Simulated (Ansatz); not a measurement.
# CdTe: the cost of one run

All numbers are computed with the Python package of Ansatz 0.2.0. Level of theory: DFT PBE+D4, plane waves, PAW.

The COD entry's cell or inner coordinates are ideal or old and differ from later refinements, so a difference from it is no clean test against experiment.

## 1. The system

It takes space group F-43m (No. 216, cubic). Conventional cell: a = 6.410 Å, b = 6.410 Å, c = 6.410 Å, α = 90.00°, β = 90.00°, γ = 90.00°. Around Cd (site symmetry -43m) lie 4 Te at 2.78 Å. Te (site symmetry -43m) is surrounded by 4 Cd at 2.78 Å.

No structure file is read: the coordinates are typed or built in the script.

## 2. The code

Input file cdte.py:

```python
"""Point defect (vacancy) in CdTe."""

import warnings

import ansatz as az
import numpy as np
from pymatgen.core import Lattice, Structure
from pymatgen.io.ase import AseAtomsAdaptor


def main() -> None:
    warnings.simplefilter("ignore", az.DeckWarning)

    pmg_structure = Structure(
        Lattice([(0.0, 3.205, 3.205), (3.205, 0.0, 3.205), (3.205, 3.205, 0.0)]),
        ["Cd", "Te"],
        [
            (0.0, 0.0, 0.0),
            (0.25, 0.25, 0.25),
        ],
    )
    structure = az.Crystal.from_ase(AseAtomsAdaptor.get_atoms(pmg_structure))
    host = structure.supercell(2)
    defective = host.vacancy("Te", at=(0.25, 0.25, 0.25))

    def with_settings(structure):
        return (
            structure.calculation()
            .functional("pbe", dispersion="d4")
            .basis(41 * az.Ry)
            .kpoints(2)
            .scf(tolerance=1e-09)
            .occupations("gaussian", width=0.02)
            .band_table()
        )


    # the dielectric constant is a typed guess; take it from a response run in earnest
    perfect = with_settings(host).run(threads=1).report
    calc = (
        with_settings(defective)
        .charge(2)
        .charged_corrections(epsilon=3.0)
        .relax(force_tolerance=0.03, max_steps=40)  # relax until the tolerances are met
    )
    done = calc.run(threads=1)
    summary = done.report

    n_host, n_defect = len(perfect["lattice"]["sites"]), len(summary["lattice"]["sites"])
    print(f"perfect cell: {n_host} atoms, F = {perfect['free_energy_ev']:.4f} eV")
    print(f"defect cell:  {n_defect} atoms, F = {summary['free_energy_ev']:.4f} eV")
    # chemical potentials are still to be added to this difference
    print(f"difference {summary['free_energy_ev'] - perfect['free_energy_ev']:.4f} eV (no chemical potentials)")
    print(f"point-charge correction {done.charged_corrections().monopole_ev:.3f} eV at charge {2:+d}")

    for label, run in (("perfect", perfect), ("defect", summary)):
        levels, filled = np.array(run["eigenvalues_ev"][0]), np.array(run["occupations"][0])
        top = int(np.argmin(np.abs(levels - run["fermi_energy_ev"])))
        window = slice(max(top - 3, 0), top + 4)
        print(label, "levels near E_F at the first k-point:", ", ".join(f"{e - run['fermi_energy_ev']:.2f} ({f:.2f})" for e, f in zip(levels[window], filled[window])))

    pull = np.linalg.norm(summary["forces_ev_ang"], axis=1)
    for atom in np.argsort(-pull)[:5]:
        print(f"force on {done.lattice.sites[atom].symbol}{atom}: {pull[atom]:.3f} eV/A")


if __name__ == "__main__":
    main()
```

## 3. What the engine is handed

The engine receives this input (first run):

```yaml
crystal:
  lattice:
    - [0.0, 3.205, 3.205]
    - [3.205, 0.0, 3.205]
    - [3.205, 3.205, 0.0]
  atoms:
    - { symbol: Cd, position: [0.0, 0.0, 0.0] }
    - { symbol: Te, position: [0.25, 0.25, 0.25] }
  supercell: [2, 2, 2]
basis:
  ecutwfc: 557.833418042754
kpoints:
  mp_grid:
    grid: [2, 2, 2]
hamiltonian:
  xc: pbe
  dispersion: d4
scf:
  convergence:
    dr2_threshold: 1.0e-09
  occupations:
    method: gaussian
    width: 0.02
output:
  eigenvalues: true
```

## 4. Launch

Run with:

```console
> python cdte.py
```

**Question.** How long does this script take on 1 thread of Intel Xeon Platinum 8259CL at 2.50GHz (Skylake/Cascade Lake), shared host, and how much memory does it need?

About 2.7 min, with a peak of 1.4 GiB.
